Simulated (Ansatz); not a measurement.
Crystal: Ba2Tl5V3O12.

```
CELL_PARAMETERS angstrom
9.93665 0.00000 0.00000
0.00000 9.93665 0.00000
0.00000 0.00000 6.65552
ATOMIC_POSITIONS crystal
Ba 0.00000 0.50000 0.00000
Ba 0.50000 0.00000 0.00000
V 0.50000 0.50000 0.00000
V 0.50000 0.00000 0.50000
V 0.00000 0.50000 0.50000
Tl 0.00000 0.00000 0.50000
Tl 0.67321 0.32679 0.46014
Tl 0.32679 0.67321 0.46014
Tl 0.67321 0.67321 0.53986
Tl 0.32679 0.32679 0.53986
O 0.39848 0.60152 0.14652
O 0.60152 0.39848 0.14652
O 0.60152 0.60152 0.85348
O 0.39848 0.39848 0.85348
O 0.59959 0.09072 0.33579
O 0.40041 0.09072 0.66421
O 0.59959 0.90928 0.66421
O 0.40041 0.90928 0.33579
O 0.09072 0.59959 0.33579
O 0.09072 0.40041 0.66421
O 0.90928 0.59959 0.66421
O 0.90928 0.40041 0.33579
```

The cell was built by a generator and needn't be a form met in nature.

```yaml
Program: Ansatz 0.2.0
Task: single point
Functional: PBE
Potentials_or_basis: Ansatz PAW
Cutoff: "420 eV (not typed: the program's choice for these potentials)"
k_mesh: 3 × 3 × 4
Occupations: fermi-dirac, width 0.05 eV
Spin: collinear spin, ferromagnetic start
Starting_moments: "[0.0, 0.0, 2.0, 2.0, 2.0, 0.0, 0.0, 0.0, 0.0, 0.0, 0.0, 0.0, 0.0, 0.0, 0.0, 0.0, 0.0, 0.0, 0.0, 0.0, 0.0, 0.0] μB"
```

On this cell: pressure 0.0 GPa; largest force 0.009 eV/Å; net moment 0.00 μB per cell; band gap on the k mesh 0.51 eV, indirect (least direct gap 0.64 eV).

The same run follows on a disturbed copy (atoms moved at random, drawn with an rms of 0.05 Å):

```
Ba V Tl O
1.0
     9.93665    0.00000    0.00000
     0.00000    9.93665    0.00000
     0.00000    0.00000    6.65552
Ba V Tl O
2 3 5 12
Cartesian
  0.0261 5.0062 0.0174
  5.0039 -0.0116 -0.0024
  4.9112 4.9253 -0.0188
  4.9247 0.0403 3.3749
  -0.0061 4.9910 3.3583
  -0.0013 -0.0286 3.3695
  6.7046 3.3103 3.0475
  3.2990 6.6923 3.0706
  6.7372 6.7152 3.6017
  3.2624 3.2507 3.5727
  3.9167 5.9627 0.9619
  5.9908 4.0062 0.9986
  5.9022 5.9476 5.6949
  3.9467 3.9402 5.7306
  5.9653 0.8778 2.2827
  4.0232 0.9084 4.4283
  5.9058 9.0038 4.4503
  3.9640 9.0329 2.2487
  0.8858 6.0100 2.2496
  0.8937 3.9940 4.4269
  9.0120 5.9537 4.4187
  9.0163 3.9733 2.2734
```

Question: What does the disturbed cell give?

Answer: The energy moves by +16.0 meV/atom; pressure 0.7 GPa; largest force 4.169 eV/Å; net moment 0.00 μB per cell; band gap on the k mesh 0.38 eV, indirect (least direct gap 0.49 eV).

Forces in eV/Å, atoms in the order of the input:
```
Ba  -0.028 -0.077  0.197
Ba  -0.006 -0.099  0.557
V    1.463  1.628  2.079
V    2.060 -2.752 -2.358
V    0.194 -0.303 -1.275
Tl  -0.033 -0.043 -0.045
Tl  -0.083 -0.144  0.081
Tl  -0.026  0.013 -0.129
Tl  -0.292  0.039  0.105
Tl  -0.056  0.138  0.035
O   -0.175 -0.085  0.022
O   -0.174 -0.197 -0.159
O    0.352  0.337 -0.776
O   -1.411 -1.575 -1.450
O    0.011  0.338 -0.070
O   -1.753  1.692  1.806
O   -0.192  0.315 -0.101
O   -0.047  0.409  0.273
O   -0.246 -0.316  0.320
O    0.227 -0.018  0.236
O   -0.174  0.327  0.603
O    0.388  0.375  0.050
```

Stress tensor (GPa, compression positive):
```
 0.77 -0.28 -0.23
-0.28  0.63  0.60
-0.23  0.60  0.65
```

Caveats: odd divisions of the mesh miss points on the zone boundary, where band edges often lie, so the gap on the mesh can be too wide; spin-orbit coupling is left out, which as a rule narrows the gap of such compounds by several tenths of an eV; the starting moments weren't kept.

A k mesh can miss the band edges.
